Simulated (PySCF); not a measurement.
# WOF₂: relaxation and vibrations of the singlet

Aim: relax WOF₂ as a singlet from a trigonal planar start, check by its vibrations whether the end is a minimum, and collect its spectrum and constants.

Computed with PySCF 2.14.0. Level: PBE0, basis W def2-SVP with ECP60, O def2-SVP, F def2-SVP, scalar-relativistic core potentials, no spin–orbit coupling, density fitting.

### 1 Where the work starts

4 atoms, charge 0, spin multiplicity 1.

Bond lengths: W1–O2 1.770 Å, W1–F3 2.010 Å, W1–F4 2.010 Å. Angles: O2–W1–F3 120.0°, O2–W1–F4 120.0°, F3–W1–F4 120.0°.

```xyz
4
charge 0 multiplicity 1
W     0.0000    0.0000    0.0000
O    -0.8850   -1.5329    0.0000
F     2.0100    0.0000    0.0000
F    -1.0050    1.7407    0.0000
```

### 2 First SCF at the start

One driver script runs all steps and calls PySCF; scf.py shows how it sets up the SCF of each step. The optimiser is the driver's own. After this first run the driver tries any further starts and a stability analysis.

Contents of scf.py:

```python
from pyscf import gto, scf, dft
mol = gto.M(atom='''
W      0.000000     0.000000     0.000000
O     -0.885000    -1.532900     0.000000
F      2.010000     0.000000     0.000000
F     -1.005000     1.740700     0.000000''',
    basis={'W': 'def2-SVP', 'O': 'def2-SVP', 'F': 'def2-SVP'},
    ecp={'W': 'def2-SVP'},
    charge=0, spin=0)
mf = dft.RKS(mol, xc='PBE0')
mf.grids.atom_grid = (50, 194)
aux = {'W': 'def2-universal-JKFIT', 'O': 'def2-universal-JKFIT', 'F': 'def2-universal-JKFIT'}
mf = mf.density_fit(auxbasis=aux)
mf.conv_tol = 1e-08
mf.diis_space = 10
mf.max_cycle = 60
mf.init_guess = 'minao'
mf.verbose = 4
mf.kernel()
```

On the command line:

```sh
OMP_NUM_THREADS=2 python axn.py task.json out
```

The program printed:

```text
init E= -328.997684652824
  HOMO = -0.371537425185904  LUMO = -0.363033581951302  gap/eV = 0.23140
cycle= 1 E= -341.162306042461  delta_E= -12.2  |g|= 1.41  |ddm|= 7.19
cycle= 2 E= -334.811013264455  delta_E= 6.35  |g|= 5.11  |ddm|= 4.43
  HOMO = -0.227316897702778  LUMO = -0.110424186053198  gap/eV = 3.18081
cycle= 3 E= -341.489454896706  delta_E= -6.68  |g|= 0.615  |ddm|= 3.92
  HOMO = -0.273956186812633  LUMO = -0.17607319433284  gap/eV = 2.66353
cycle= 4 E= -341.508511435992  delta_E= -0.0191  |g|= 0.569  |ddm|= 0.814
  HOMO = -0.292396420188481  LUMO = -0.186436257447614  gap/eV = 2.88332
cycle= 5 E= -341.567932149784  delta_E= -0.0594  |g|= 0.112  |ddm|= 0.416
  HOMO = -0.275467227492989  LUMO = -0.166121188886901  gap/eV = 2.97546
cycle= 6 E= -341.570614333207  delta_E= -0.00268  |g|= 0.0455  |ddm|= 0.125
  HOMO = -0.274792929064393  LUMO = -0.164959367235472  gap/eV = 2.98872
cycle= 7 E= -341.57101747745  delta_E= -0.000403  |g|= 0.0121  |ddm|= 0.0228
  HOMO = -0.274398234144318  LUMO = -0.164392387107256  gap/eV = 2.99341
cycle= 8 E= -341.5710475089  delta_E= -3e-05  |g|= 0.00113  |ddm|= 0.0076
  HOMO = -0.274447171898487  LUMO = -0.164429746771241  gap/eV = 2.99373
cycle= 9 E= -341.571047787631  delta_E= -2.79e-07  |g|= 0.000297  |ddm|= 0.00119
  HOMO = -0.274452135252293  LUMO = -0.164429446375731  gap/eV = 2.99387
cycle= 10 E= -341.57104780282  delta_E= -1.52e-08  |g|= 0.000193  |ddm|= 0.000386
  HOMO = -0.274454848588267  LUMO = -0.164426809187884  gap/eV = 2.99402
cycle= 11 E= -341.571047812672  delta_E= -9.85e-09  |g|= 2.32e-05  |ddm|= 0.000263
  HOMO = -0.274454554098252  LUMO = -0.164423492046282  gap/eV = 2.99410
Extra cycle  E= -341.571047813352  delta_E= -6.8e-10  |g|= 3.06e-05  |ddm|= 0.000128
converged SCF energy = -341.571047813352
```

This step, with its further starts and checks, took 34 s on 2 threads of Intel Xeon at 2.50GHz (Skylake/Cascade Lake), shared host.

The starts that the driver tried:

| start | energy (Eh) |
| --- | --- |
| the minimal-basis guess | -341.571048 |
| a thermally smeared density | -341.571048 |
| a smeared PBE density | -341.571048 |

No lower closed-shell solution turned up from the other starts or in the test of internal stability.

### 3 Relaxation: trigonal planar start, singlet

The program finds C2v symmetry in the start, which this walk keeps.

Changes to scf.py since step 2:

```diff
@@ -3,4 +3,4 @@
-W      0.000000     0.000000     0.000000
-O     -0.885000    -1.532900     0.000000
-F      2.010000     0.000000     0.000000
-F     -1.005000     1.740700     0.000000''',
+W     -0.020751    -0.035942     0.000000
+O     -0.905760    -1.568837     0.000000
+F      1.989244    -0.035937     0.000000
+F     -1.025758     1.704760     0.000000''',
@@ -17 +16,0 @@
-mf.init_guess = 'minao'
```

Energy and gradient, step by step:

| step | energy (Eh) | change (kJ/mol) | largest symmetric gradient (Eh/bohr) |
| --- | --- | --- | --- |
| 0 | -341.571048 | 0.00 | 0.09028 |
| 1 | -341.610353 | -103.20 | 0.05233 |
| 2 | -341.613034 | -110.24 | 0.01864 |
| 3 | -341.614293 | -113.54 | 0.00712 |
| 4 | -341.614538 | -114.18 | 0.00400 |
| 5 | -341.614564 | -114.25 | 0.00062 |
| 6 | -341.614566 | -114.26 | 0.00005 |

The walk took 58 s.

Geometry (Å) and forces (eV/Å) at some steps:

```
step 0
W   -0.021  -0.036   0.000  -0.382  -0.661   0.000
O   -0.906  -1.569   0.000   2.672   4.647   0.000
F    1.989  -0.036   0.000  -4.103  -0.295   0.000
F   -1.026   1.705   0.000   1.813  -3.690   0.000
step 1
W   -0.010  -0.017   0.000   1.554   2.691   0.000
O   -0.835  -1.446   0.000  -0.827  -1.411   0.000
F    1.856  -0.054   0.000  -0.840  -0.365   0.000
F   -0.975   1.580   0.000   0.113  -0.914   0.000
step 3
W    0.029   0.049   0.000  -0.097  -0.174   0.000
O   -0.811  -1.404   0.000   0.202   0.372   0.000
F    1.860  -0.128   0.000  -0.067  -0.081   0.000
F   -1.041   1.547   0.000  -0.038  -0.117   0.000
step 6
W    0.040   0.069   0.000   0.005  -0.002   0.000
O   -0.795  -1.377   0.000  -0.011   0.003   0.000
F    1.865  -0.162   0.000   0.007   0.002   0.000
F   -1.073   1.534   0.000  -0.002  -0.003   0.000
```

After 6 steps and 114.3 kJ/mol it ends at C2v: W–F 1.840 Å (×2), W–O 1.670 Å; F–W–F 134.4°, F–W–O 112.8° (×2).

### 4 Frequencies

The point is checked on the finer grid, and tightened if its gradient asks for it. The Hessian and the dipole derivatives come from central differences of analytic gradients, with steps of 0.02 bohr.

Changes to scf.py since step 3:

```diff
@@ -3,4 +3,4 @@
-W     -0.020751    -0.035942     0.000000
-O     -0.905760    -1.568837     0.000000
-F      1.989244    -0.035937     0.000000
-F     -1.025758     1.704760     0.000000''',
+W     -0.002072    -0.003588     0.000000
+O     -0.837135    -1.449972     0.000000
+F      1.823712    -0.229128     0.000000
+F     -1.110298     1.464808     0.000000''',
@@ -11 +11 @@
-mf.grids.atom_grid = (50, 194)
+mf.grids.atom_grid = (75, 302)
@@ -14 +14 @@
-mf.conv_tol = 1e-08
+mf.conv_tol = 1e-10
```

The driver hands on the density of the step before, so the log starts near convergence.

Log of the central SCF (cycles and frontier levels):

```text
init E= -341.614508695668
  HOMO = -0.25382138155409  LUMO = -0.123928078045456  gap/eV = 3.53458
cycle= 1 E= -341.614508695642  delta_E= 2.51e-11  |g|= 1.33e-05  |ddm|= 1.69e-05
  HOMO = -0.253819103453491  LUMO = -0.123926109062154  gap/eV = 3.53457
cycle= 2 E= -341.614508695549  delta_E= 9.37e-11  |g|= 2.64e-05  |ddm|= 2.94e-05
  HOMO = -0.253820351793106  LUMO = -0.123927068694105  gap/eV = 3.53458
cycle= 3 E= -341.614508695678  delta_E= -1.29e-10  |g|= 9.3e-07  |ddm|= 1.85e-05
  HOMO = -0.253820490602703  LUMO = -0.123927248366019  gap/eV = 3.53458
cycle= 4 E= -341.614508695678  delta_E= -3.41e-13  |g|= 6.77e-07  |ddm|= 1.31e-06
  HOMO = -0.253820430045504  LUMO = -0.123927176593313  gap/eV = 3.53458
Extra cycle  E= -341.614508695677  delta_E= 9.09e-13  |g|= 2.11e-06  |ddm|= 1.81e-06
converged SCF energy = -341.614508695677
```

The whole step took 2.2 min.

Geometry: C2v; W–F 1.840 Å (×2), W–O 1.670 Å; F–W–F 134.1°, F–W–O 113.0° (×2).

Harmonic modes (main isotopes):

```
symmetry  ω (cm⁻¹)  IR (km/mol)
      b1       129          5.1
      a1       177          4.3
      b2       248          3.7
      a1       726         39.3
      b2       750          141
      a1      1101          119
```

All wavenumbers are real: a minimum.

Constants and moments:

```yaml
Dipole_moment: 1.42 D
Highest_occupied_level: -6.91 eV
Lowest_empty_level: -3.37 eV
Rotational_constants: 0.2627, 0.1546, 0.09733 cm⁻¹
Zero-point_energy: 18.7 kJ/mol
Principal_polarisabilities: 32.6, 38.3, 42.5 bohr³
Atomisation_energy_without_zero-point_energy: 1816 kJ/mol
Principal_traceless_quadrupole_moments_about_the_centre_of_mass: -2.36, -0.05, 2.40 D Å
Entropy_at_298.15_K_and_1_bar: 310.1 J/(mol K)
Heat_capacity_Cp_at_298.15_K: 64.0 J/(mol K)
Enthalpy_at_298.15_K_above_0_K: 15.14 kJ/mol
Rotational_symmetry_number: 2
```

Charges (e) and bond orders:

```json
{"atom": "W1", "Mulliken": "0.90", "Löwdin": "0.29", "polar tensor": "1.64", "Mayer order to W1": "–"}
{"atom": "O2", "Mulliken": "-0.27", "Löwdin": "-0.07", "polar tensor": "-0.64", "Mayer order to W1": "2.34"}
{"atom": "F3,4", "Mulliken": "-0.32", "Löwdin": "-0.11", "polar tensor": "-0.50", "Mayer order to W1": "1.10"}
```

Outer orbital energies (eV). occupied: -13.78, -13.71, -13.30, -13.13, -11.69, -11.58, -11.05, -6.91; empty: -3.37, -2.51, -0.65, -0.40.

Mulliken populations on W1 (outside its core potential): s 2.95, p 6.25, d 3.73, f 0.17.

### 5 Would spin polarisation lower it?

At the lowest minimum the closed shell is tested against spin polarisation, on the (50, 194) grid. It is unstable: an open-shell solution lies lower. That solution was not followed to a minimum here.

### 6 Fields at the lowest minimum

The plane holds W1 at (0.00, 0.00), O2 at (1.67, 0.00), F3 at (-0.72, 1.69), F4 at (-0.72, -1.69) Å. Columns run from x = -2.85 to 4.05 Å, rows from y = 4.05 (top) to -3.75 Å, in steps of 0.3 Å. Electrons inside core potentials are absent.

Density (cut at 5 e/Å³):

Ten steps from '0' (0.000 e/Å³) to '9' (5.000 e/Å³), finer at the low end (step k begins (100^(k/10) - 1)/99 of the way up):
```
000000000000000000000000
000000000000000000000000
000000000000000000000000
000000000000000000000000
000001121100000000000000
000012444310000000000000
000125787531000000000000
000137999742000000000000
000147999852100000000000
000136999742111110000000
000124677653333332100000
000013457886556654210000
000012469999778986310000
000002489229889997420000
000002489229889997420000
000012469999778986310000
000013457886556654210000
000124677653333332100000
000136999742111110000000
000147999852100000000000
000137999742000000000000
000125787531000000000000
000012444310000000000000
000001121100000000000000
000000000000000000000000
000000000000000000000000
000000000000000000000000
```

ELF (0 where the density is under 0.005 e/Å³):

Ten even steps from '0' (0.00) to '9' (1.00):
```
000000000000000000000000
000000000000000000000000
000000000000000000000000
000000111000000000000000
000012333310000000000000
000124676531000000000000
000247888752000000000000
001368848863000000000000
001368794862000110000000
000358878741013333200000
000246775210036665420000
000012212674147887531000
000000148898368888742000
000000388008466459852000
000000388008466459852000
000000148898368888742000
000012212674147887531000
000246775210036665420000
000358878741013333200000
001368794862000110000000
001368848863000000000000
000247888752000000000000
000124676531000000000000
000012333310000000000000
000000111000000000000000
000000000000000000000000
000000000000000000000000
```

Highest occupied orbital at -6.91 eV (sign arbitrary; one member if degenerate):

Ten even steps from '0' (-0.56 Å^-3/2) to '9' (0.10 Å^-3/2):
```
888888888888888888888888
888888888888888888888888
888888888888888888888888
888888888888888888888888
888888888888888888888888
888888888888888888888888
888887778888888888888888
888887668888888888888888
888887699888888888888888
888888888888888888888888
888888887667888888888888
888888875335788877888888
888888852002688777788888
888888751771589856778888
888888751771589856778888
888888852002688777788888
888888875335788877888888
888888887667888888888888
888888888888888888888888
888887699888888888888888
888887668888888888888888
888887778888888888888888
888888888888888888888888
888888888888888888888888
888888888888888888888888
888888888888888888888888
888888888888888888888888
```

Making the fields took 4.1 s on 2 threads of Intel Xeon at 2.50GHz (Skylake/Cascade Lake), shared host.

### 7 Results

| quantity | value |
| --- | --- |
| minimum | singlet, C2v (closed shell, unstable towards spin polarisation) |
| geometry | W–F 1.840 Å (×2), W–O 1.670 Å; F–W–F 134.1°, F–W–O 113.0° (×2) |
| wavenumbers (cm⁻¹) | 129 (b1), 177 (a1), 248 (b2), 726 (a1), 750 (b2), 1101 (a1) |
| dipole moment | 1.42 D |
| highest occupied, lowest empty level | -6.91, -3.37 eV |
| polar-tensor charge of W1 | +1.64 e |
| zero-point energy | 18.7 kJ/mol |

**Reading.** The trigonal planar start keeps its C2v symmetry and ends in a minimum. In the infrared the band at 750 cm⁻¹ (b2, stretch) leads. Other starts or spin states, not run here, may lie lower. Spin polarisation would lower this closed shell, so its numbers describe a constrained state. With an element this heavy the missing spin–orbit coupling can shift these numbers.

The search up to here took 3.8 min.
